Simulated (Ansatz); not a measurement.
**Nudged elastic band run: Mg32O31**

The input (input.yaml):

```yaml
crystal:
  lattice:
    - [8.7942, 0.0, 0.0]
    - [0.0, 8.7942, 0.0]
    - [0.0, 0.0, 8.7942]
  atoms:
    - { symbol: Mg, position: [0.50073059, -0.00115213, -0.00028901] }
    - { symbol: O, position: [0.75059316, 0.24900013, 0.2501183] }
    - { symbol: Mg, position: [0.75054329, 0.24906336, -0.00226337] }
    - { symbol: O, position: [-7.755e-05, 0.49981955, 0.25009549] }
    - { symbol: Mg, position: [0.75043853, -0.00344502, 0.24996536] }
    - { symbol: O, position: [-9.039e-05, 0.2489748, 0.50061821] }
    - { symbol: Mg, position: [0.00037545, -0.00100758, -7.812e-05] }
    - { symbol: Mg, position: [0.25051456, 0.24921552, -0.00962129] }
    - { symbol: O, position: [0.50126962, 0.49974476, 0.2500059] }
    - { symbol: Mg, position: [0.50071246, 0.49924286, -0.00010281] }
    - { symbol: O, position: [0.75060797, 0.74918339, 0.25002539] }
    - { symbol: Mg, position: [0.75058721, 0.74902238, -0.00053981] }
    - { symbol: O, position: [-6.427e-05, -0.00159632, 0.25005992] }
    - { symbol: Mg, position: [0.25055559, -0.01057631, 0.24996849] }
    - { symbol: O, position: [0.50131892, 0.24909526, 0.50077863] }
    - { symbol: Mg, position: [0.51024613, 0.24900286, 0.24993489] }
    - { symbol: O, position: [0.75060574, 0.49913991, 0.50008147] }
    - { symbol: Mg, position: [0.75049244, 0.50150416, 0.25008581] }
    - { symbol: O, position: [0.00065444, 0.74910187, 0.50007502] }
    - { symbol: Mg, position: [0.50070472, -0.00119627, 0.50033286] }
    - { symbol: O, position: [0.75055925, 0.24912597, 0.75008755] }
    - { symbol: Mg, position: [0.75047402, 0.24895116, 0.50240104] }
    - { symbol: O, position: [0.00055766, 0.49895016, 0.74992657] }
    - { symbol: Mg, position: [0.75051745, -0.00167303, 0.75008441] }
    - { symbol: O, position: [-0.00015512, 0.24907015, -0.0006081] }
    - { symbol: Mg, position: [0.00029301, 0.49920482, 0.00010566] }
    - { symbol: O, position: [0.25065595, 0.7491625, 0.24993239] }
    - { symbol: Mg, position: [0.25045878, 0.74907592, -0.00229563] }
    - { symbol: O, position: [0.50131068, -0.00160138, 0.24996239] }
    - { symbol: Mg, position: [-0.00922207, 0.24890926, 0.25025614] }
    - { symbol: O, position: [0.25068798, 0.49972167, 0.50057814] }
    - { symbol: Mg, position: [0.25049231, 0.50876517, 0.25028468] }
    - { symbol: O, position: [0.50068104, 0.74905383, 0.50010504] }
    - { symbol: Mg, position: [0.50288096, 0.74904162, 0.25000108] }
    - { symbol: O, position: [0.75061259, -0.00106157, 0.50013912] }
    - { symbol: Mg, position: [0.00026979, -0.00117016, 0.50042303] }
    - { symbol: O, position: [0.25062416, 0.24892181, 0.7501094] }
    - { symbol: Mg, position: [0.25058987, 0.24889167, 0.50979883] }
    - { symbol: O, position: [0.50064126, 0.49904047, 0.7500304] }
    - { symbol: Mg, position: [0.50071074, 0.49925527, 0.50025921] }
    - { symbol: O, position: [0.75063644, 0.74897325, 0.75004596] }
    - { symbol: Mg, position: [0.75038094, 0.74908808, 0.50082201] }
    - { symbol: O, position: [0.00056513, -0.0009968, 0.75003434] }
    - { symbol: Mg, position: [0.25059083, -0.00323491, 0.75021088] }
    - { symbol: O, position: [0.50138035, 0.24920694, -0.00068528] }
    - { symbol: Mg, position: [0.50300962, 0.24917324, 0.75009478] }
    - { symbol: O, position: [0.75067121, 0.49909999, 1.763e-05] }
    - { symbol: Mg, position: [0.75057454, 0.49981324, 0.74997624] }
    - { symbol: O, position: [0.00061039, 0.74899659, 5.446e-05] }
    - { symbol: Mg, position: [-0.00187449, 0.74915367, 0.25020409] }
    - { symbol: O, position: [0.25067802, -0.00155407, 0.50076182] }
    - { symbol: Mg, position: [0.0002601, 0.4992995, 0.50026153] }
    - { symbol: O, position: [0.25067703, 0.74904749, 0.75002778] }
    - { symbol: Mg, position: [0.25050413, 0.74920064, 0.5025193] }
    - { symbol: O, position: [0.50075326, -0.00094213, 0.7501407] }
    - { symbol: Mg, position: [-0.00196693, 0.24918587, 0.75005797] }
    - { symbol: O, position: [0.25058579, 0.49970175, -0.0006298] }
    - { symbol: Mg, position: [0.25051225, 0.50136832, 0.75010651] }
    - { symbol: O, position: [0.5007054, 0.74892201, -1.59e-05] }
    - { symbol: Mg, position: [0.50126602, 0.74895857, 0.75018102] }
    - { symbol: O, position: [0.75062707, -0.00101159, 4.223e-05] }
    - { symbol: Mg, position: [-0.00020315, 0.74903071, 0.75017771] }
    - { symbol: O, position: [0.25058426, -0.00150602, -0.00065918] }
basis:
  ecutwfc: 420.0
kpoints:
  mp_grid: { grid: [1, 1, 1] }
hamiltonian:
  xc: pbesol
  pseudopotentials: { kind: paw, azcp: { folder: soft_1 } }
scf:
  occupations: { method: gaussian, width: 0.02 }
  lower_state_search: "off"
neb:
  images: 5
  f_tol: 0.05
  initial_path: idpp
  max_iterations: 80
  final_atoms:
    - { symbol: Mg, position: [0.5, 0.0, -0.00233674] }
    - { symbol: O, position: [0.75052987, 0.24947013, 0.25] }
    - { symbol: Mg, position: [0.74995335, 0.25004665, 4.665e-05] }
    - { symbol: O, position: [0.0, 0.5, 0.25] }
    - { symbol: Mg, position: [0.75233674, 0.0, 0.25] }
    - { symbol: O, position: [0.0, 0.25003141, 0.49996859] }
    - { symbol: Mg, position: [0.0, 0.0, -0.00061017] }
    - { symbol: Mg, position: [0.25004665, 0.25004665, 4.665e-05] }
    - { symbol: O, position: [0.24947013, 0.24947013, 0.25] }
    - { symbol: Mg, position: [0.5, 0.5, -0.01004561] }
    - { symbol: O, position: [0.75052987, 0.75052987, 0.25] }
    - { symbol: Mg, position: [0.74995335, 0.74995335, 4.665e-05] }
    - { symbol: O, position: [0.0, 0.0, 0.25] }
    - { symbol: Mg, position: [0.24766326, 0.0, 0.25] }
    - { symbol: O, position: [0.5, 0.24947013, 0.50052987] }
    - { symbol: Mg, position: [0.5, 0.23995439, 0.25] }
    - { symbol: O, position: [0.75052987, 0.5, 0.50052987] }
    - { symbol: Mg, position: [0.76004561, 0.5, 0.25] }
    - { symbol: O, position: [0.0, 0.74996859, 0.49996859] }
    - { symbol: Mg, position: [0.5, 0.0, 0.50233674] }
    - { symbol: O, position: [0.74996859, 0.25003141, 0.75] }
    - { symbol: Mg, position: [0.74995335, 0.25004665, 0.49995335] }
    - { symbol: O, position: [0.0, 0.5, 0.75] }
    - { symbol: Mg, position: [0.75061017, 0.0, 0.75] }
    - { symbol: O, position: [0.0, 0.25003141, 3.141e-05] }
    - { symbol: Mg, position: [0.0, 0.5, -0.00233674] }
    - { symbol: O, position: [0.24947013, 0.75052987, 0.25] }
    - { symbol: Mg, position: [0.25004665, 0.74995335, 4.665e-05] }
    - { symbol: O, position: [0.5, 0.0, 0.25] }
    - { symbol: Mg, position: [0.0, 0.24766326, 0.25] }
    - { symbol: O, position: [0.24947013, 0.5, 0.50052987] }
    - { symbol: Mg, position: [0.23995439, 0.5, 0.25] }
    - { symbol: O, position: [0.5, 0.75052987, 0.50052987] }
    - { symbol: Mg, position: [0.5, 0.76004561, 0.25] }
    - { symbol: O, position: [0.74996859, 0.0, 0.49996859] }
    - { symbol: Mg, position: [0.0, 0.0, 0.50061017] }
    - { symbol: O, position: [0.25003141, 0.25003141, 0.75] }
    - { symbol: Mg, position: [0.25004665, 0.25004665, 0.49995335] }
    - { symbol: O, position: [0.5, 0.5, 0.75] }
    - { symbol: Mg, position: [0.5, 0.5, 0.51004561] }
    - { symbol: O, position: [0.74996859, 0.74996859, 0.75] }
    - { symbol: Mg, position: [0.74995335, 0.74995335, 0.49995335] }
    - { symbol: O, position: [0.0, 0.0, 0.75] }
    - { symbol: Mg, position: [0.24938983, 0.0, 0.75] }
    - { symbol: O, position: [0.5, 0.24947013, -0.00052987] }
    - { symbol: Mg, position: [0.5, 0.24766326, 0.75] }
    - { symbol: O, position: [0.75052987, 0.5, -0.00052987] }
    - { symbol: Mg, position: [0.75233674, 0.5, 0.75] }
    - { symbol: O, position: [0.0, 0.74996859, 3.141e-05] }
    - { symbol: Mg, position: [0.0, 0.75233674, 0.25] }
    - { symbol: O, position: [0.25003141, 0.0, 0.49996859] }
    - { symbol: Mg, position: [0.0, 0.5, 0.50233674] }
    - { symbol: O, position: [0.25003141, 0.74996859, 0.75] }
    - { symbol: Mg, position: [0.25004665, 0.74995335, 0.49995335] }
    - { symbol: O, position: [0.5, 0.0, 0.75] }
    - { symbol: Mg, position: [0.0, 0.24938983, 0.75] }
    - { symbol: O, position: [0.24947013, 0.5, -0.00052987] }
    - { symbol: Mg, position: [0.24766326, 0.5, 0.75] }
    - { symbol: O, position: [0.5, 0.75052987, -0.00052987] }
    - { symbol: Mg, position: [0.5, 0.75233674, 0.75] }
    - { symbol: O, position: [0.74996859, 0.0, 3.141e-05] }
    - { symbol: Mg, position: [0.0, 0.75061017, 0.75] }
    - { symbol: O, position: [0.25003141, 0.0, 3.141e-05] }
  order_check: true
```

Command:

```bash
$ ansatz run input.yaml --threads 4 --pin off --max-ram 10240MiB --backend cpu --events-out ev --progress --plain --runs-dir out
```

Output, in part (warnings, iteration lines):

```
NEB end point (image 0): max|allowed force component| = 2.563e-2 eV/Å (the criterion of neb.relax_end_points is 1.000e-2)
NEB end point (image 6): max|allowed force component| = 1.801e-2 eV/Å (the criterion of neb.relax_end_points is 1.000e-2)
NEB iter   1: max|band force component| = 1.040e0 eV/Å  barrier→ = 3.1305 eV  barrier← = 3.1310 eV  Δτ_max = 0.1342 Å  (62 SCF iters)
NEB iter   2: max|band force component| = 4.864e-1 eV/Å  barrier→ = 2.6546 eV  barrier← = 2.6551 eV  CI = image 3  Δτ_max = 0.0403 Å  (35 SCF iters)
NEB iter   3: max|band force component| = 2.063e-1 eV/Å  barrier→ = 2.4988 eV  barrier← = 2.4993 eV  CI = image 3  Δτ_max = 0.0400 Å  (33 SCF iters)
NEB iter   4: max|band force component| = 2.199e-1 eV/Å  barrier→ = 2.4708 eV  barrier← = 2.4713 eV  CI = image 3  Δτ_max = 0.0201 Å  (30 SCF iters)
NEB iter   5: max|band force component| = 2.077e-1 eV/Å  barrier→ = 2.4685 eV  barrier← = 2.4690 eV  CI = image 3  Δτ_max = 0.0093 Å  (30 SCF iters)
NEB iter   6: max|band force component| = 4.463e-2 eV/Å  barrier→ = 2.4663 eV  barrier← = 2.4668 eV  CI = image 3  CI's point: of higher order  Δτ_max = 0.2000 Å  (189 SCF iters)
NEB iter   7: max|band force component| = 2.048e-1 eV/Å  barrier→ = 2.4567 eV  barrier← = 2.4572 eV  CI = image 3  Δτ_max = 0.0109 Å  (33 SCF iters)
NEB iter   8: max|band force component| = 1.130e-1 eV/Å  barrier→ = 2.4514 eV  barrier← = 2.4519 eV  CI = image 3  Δτ_max = 0.0095 Å  (30 SCF iters)
NEB iter   9: max|band force component| = 6.074e-2 eV/Å  barrier→ = 2.4473 eV  barrier← = 2.4479 eV  CI = image 3  Δτ_max = 0.0259 Å  (30 SCF iters)
NEB iter  10: max|band force component| = 4.723e-2 eV/Å  barrier→ = 2.4440 eV  barrier← = 2.4445 eV  CI = image 3  Δτ_max = 0.0063 Å  (30 SCF iters)
NEB iter  11: max|band force component| = 8.816e-2 eV/Å  barrier→ = 2.4435 eV  barrier← = 2.4440 eV  CI = image 3  Δτ_max = 0.0031 Å  (6 SCF iters)
NEB iter  12: max|band force component| = 5.986e-2 eV/Å  barrier→ = 2.4431 eV  barrier← = 2.4436 eV  CI = image 3  Δτ_max = 0.0063 Å  (30 SCF iters)
NEB iter  13: max|band force component| = 6.714e-2 eV/Å  barrier→ = 2.4427 eV  barrier← = 2.4432 eV  CI = image 3  Δτ_max = 0.0031 Å  (30 SCF iters)
NEB iter  14: max|band force component| = 3.054e-2 eV/Å  barrier→ = 2.4425 eV  barrier← = 2.4430 eV  CI = image 3  Δτ_max = 0.0000 Å  (341 SCF iters)
```

The run converged. The band force fell under the threshold earlier too, but the program's further tests of the path sent the band on. Neighbouring images differ by up to 1.2 eV, so the band resolves the path poorly. By the program's own check the climbing image is a first-order saddle point (lowest curvatures found: -4.59 and 1.45 eV/Å²). Limits of this set-up: coarse k mesh, PAW files made for another functional, no spin, though dangling bonds at a vacancy may carry it.

Final band (atoms are numbered from 1 in the order of the input):

| image | path coordinate (Å) | energy (eV) | O9–Mg10 (Å) | O9–Mg18 (Å) | O9–Mg34 (Å) |
| --- | --- | --- | --- | --- | --- |
| 0 | 0.00 | 0.00 | 2.20 | 2.19 | 2.19 |
| 1 | 0.58 | 0.56 | 2.33 | 2.64 | 2.64 |
| 2 | 1.16 | 1.77 | 2.65 | 3.12 | 3.12 |
| 3 | 1.74 | 2.44 | 3.01 | 3.62 | 3.62 |
| 4 | 2.32 | 1.77 | 3.27 | 4.09 | 4.09 |
| 5 | 2.89 | 0.57 | 3.55 | 4.55 | 4.54 |
| 6 | 3.47 | 0.00 | 3.86 | 4.84 | 4.84 |

Run time: 12 min on 4 threads of Arm Neoverse V1, on a shared host, peak memory 2.9 GiB.
